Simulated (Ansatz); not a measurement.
Crystal: Mg6AlCr.

```
Cr Al Mg
1.0
     4.91841    0.00000    0.00000
     0.00000    3.12066    5.35556
     0.00000   -3.12066    5.35556
Cr Al Mg
1 1 6
Direct
  0.50000 0.67243 0.67243
  0.00000 0.82659 0.82659
  0.50000 0.16623 0.16623
  0.50000 0.66960 0.16082
  0.50000 0.16082 0.66960
  0.00000 0.33255 0.33255
  0.00000 0.83034 0.34143
  0.00000 0.34143 0.83034
```

The cell comes from a database or a generator and needn't be the stable form of this composition.

* Program: Ansatz 0.2.0
* Task: single point
* Functional: PBE
* Potentials or basis: Ansatz PAW
* Cutoff: 420 eV (not typed: the program's choice for these potentials)
* k mesh: 6 × 5 × 5
* Occupations: fermi-dirac, width 0.05 eV
* Spin: collinear spin, ferromagnetic start
* Starting moments: [3.0, 0.0, 0.0, 0.0, 0.0, 0.0, 0.0, 0.0] μB

On this cell: pressure 0.0 GPa; largest force 0.098 eV/Å; net moment 3.89 μB per cell; site moments Cr +3.65; Al -0.04; Mg -0.02, +0.01, -0.01 μB; band gap on the k mesh none (metal or under the smearing width).

The same run follows on a disturbed copy (atoms moved at random, drawn with an rms of 0.05 Å):

```
Cr Al Mg
1.0
     4.91841    0.00000    0.00000
     0.00000    3.12066    5.35556
     0.00000   -3.12066    5.35556
Cr Al Mg
1 1 6
Direct
  0.50845 0.66467 0.67552
  0.99603 0.82059 0.82980
  0.49711 0.16707 0.16154
  0.49229 0.66747 0.16224
  0.49217 0.15694 0.67107
  0.00897 0.33354 0.33724
  0.00263 0.83177 0.33747
  0.99889 0.33326 0.83319
```

**Question.** What does the disturbed cell give?

**Answer.** The energy (extrapolated to zero smearing) moves by +3.8 meV/atom; pressure 0.1 GPa; largest force 0.336 eV/Å; net moment 3.90 μB per cell; site moments Cr +3.63; Al -0.04; Mg -0.02, +0.01, -0.01 μB; band gap on the k mesh none (metal or under the smearing width).

Forces on the atoms (eV/Å):
```
Cr  -0.131  0.087  0.074
Al  -0.001  0.034 -0.137
Mg   0.137 -0.092  0.076
Mg   0.208  0.017 -0.010
Mg   0.184 -0.022 -0.062
Mg  -0.302 -0.001 -0.148
Mg  -0.080 -0.147  0.107
Mg  -0.015  0.125  0.099
```

Stress tensor (GPa, compression positive):
```
 0.56  0.01 -0.13
 0.01 -0.32 -0.01
-0.13 -0.01 -0.03
```
